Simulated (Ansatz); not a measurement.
## BH4PS, SMILES PBS: an atomisation energy, step by step

Computed with the Python package of Ansatz (0.2.0).

The script reads `bh4ps.xyz`:
```text
7

P    -0.79560   -0.00370   -1.16940
B     0.31180    0.24800    0.34410
S     2.06200   -0.35220    0.24880
H    -1.85970   -0.50150   -0.39980
H    -1.32560    1.40260   -1.13870
H    -0.09320    0.76690    1.33260
H     1.76150   -1.62820    0.73670
```

Run as a notebook:

```python
from collections import Counter

import ansatz as az


def energy_of(molecule, charge=0, unpaired=0):
    calc = (
        molecule.calculation()
        .basis(gaussian="cc-pVTZ")
        .correlation("ccsd_t")
    )
    if charge:
        calc = calc.charge(charge)
    if unpaired:
        calc = calc.spin("collinear", total=unpaired)
    report = calc.run().report
    if report["published_state_doubts"]:
        print("  doubts:", report["published_state_doubts"])
    return report["free_energy_ev"]
```

```python
bh4ps = az.Crystal.molecule_from_extxyz("bh4ps.xyz")
```

```python
# unpaired electrons of the ground-state atoms
unpaired = {"P": 3, "B": 1, "S": 2, "H": 1}
counts = Counter(site.symbol for site in bh4ps.cartesian_sites)
atom_energy = {s: energy_of(az.Crystal.molecule().atom(s, (0, 0, 0)), 0, unpaired[s]) for s in counts}
whole = energy_of(bh4ps, 0, 0)
for s, e in atom_energy.items():
    print(f"{s:2s} x{counts[s]}  {e:14.5f} eV")
print(f"BH4PS: {whole:.5f} eV")
split = sum(counts[s] * e for s, e in atom_energy.items()) - whole
print(f"atomisation energy (no zero-point term): {96.485332 * split:.1f} kJ/mol, {split / sum(counts.values()):.3f} eV an atom")
```

    P  x1     -9274.21240 eV
    B  x1      -669.34842 eV
    S  x1    -10820.69886 eV
    H  x4       -13.60052 eV
    BH4PS: -20838.62837 eV
    atomisation energy (no zero-point term): 1926.5 kJ/mol, 2.852 eV an atom

1926.5 kJ/mol from the electronic energies, without the zero-point term.

What to keep in mind:
- Total energies depend on the basis set; only differences at equal settings carry meaning.
- The geometry is a force-field or estimated start, not a minimum of this method, and the basis set is short of its limit. All parts are taken at fixed geometry, without zero-point energy.
- For Al to Cl the sets with a tight d function, cc-pV(X+d)Z, are usual.
- Hardware and time: 23 s on 1 thread of Arm Neoverse V2 (shared host), peak memory 1 GiB.
